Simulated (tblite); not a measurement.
# C5H10BNO3: the cost of one run

Programs: PySCF 2.14.0 with density-fitted response routines of our own, and tblite 0.8.0. All values are computed, except where a source is named. Atoms count from 0 throughout.

## Step 1: The molecule as given

20 atoms, charge 0, multiplicity 1; geometry from: force field or distance geometry start.

Bonds of the start (Å): B4–H15 1.19, B4–H16 1.19, B4–O5 1.49, C0–C1 1.51, C0–H10 1.12, C0–H11 1.10, C0–H12 1.11, C1–C2 1.46, C1–H13 1.11, C1–H14 1.12, C2–N3 1.16, C6–H17 1.12, C6–H18 1.11, C6–O7 1.42, C8–H19 1.08, C8–O9 1.26, N3–B4 1.49, O5–C6 1.40, O7–C8 1.39.

## Step 2: GFN2-xTB relaxation, start minimum

Job settings and geometry (Å):

```
{"job": {"xc": "GFN2-xTB", "basis": "xTB", "kind": "relax"}, "charge": 0, "multiplicity": 1}
C      3.368000     1.370400    -0.311700
C      3.326800    -0.121100    -0.050000
C      1.958600    -0.603000     0.085400
N      0.857400    -0.964600     0.169800
B     -0.544500    -1.449800     0.309100
O     -1.470500    -0.360500    -0.122700
C     -2.803500    -0.791900    -0.018400
O     -3.667400     0.267900    -0.400200
C     -3.781700     1.453300     0.315400
O     -3.123200     1.648100     1.370000
H      2.874100     1.924300     0.522300
H      4.408500     1.711200    -0.398800
H      2.824200     1.606400    -1.249700
H      3.832000    -0.665400    -0.877400
H      3.872200    -0.336000     0.904800
H     -0.685600    -2.406700    -0.382300
H     -0.743700    -1.745300     1.442800
H     -3.057900    -1.103400     1.029100
H     -2.994000    -1.651100    -0.692000
H     -4.454800     2.227700    -0.031300
```

Command:

```console
OMP_NUM_THREADS=1 python ens_run.py task.json out
```

One launch serves the whole session.

Q: Estimate the wall time of this first job on 1 thread of Arm Neoverse V2, shared host.

About 2.9 s.
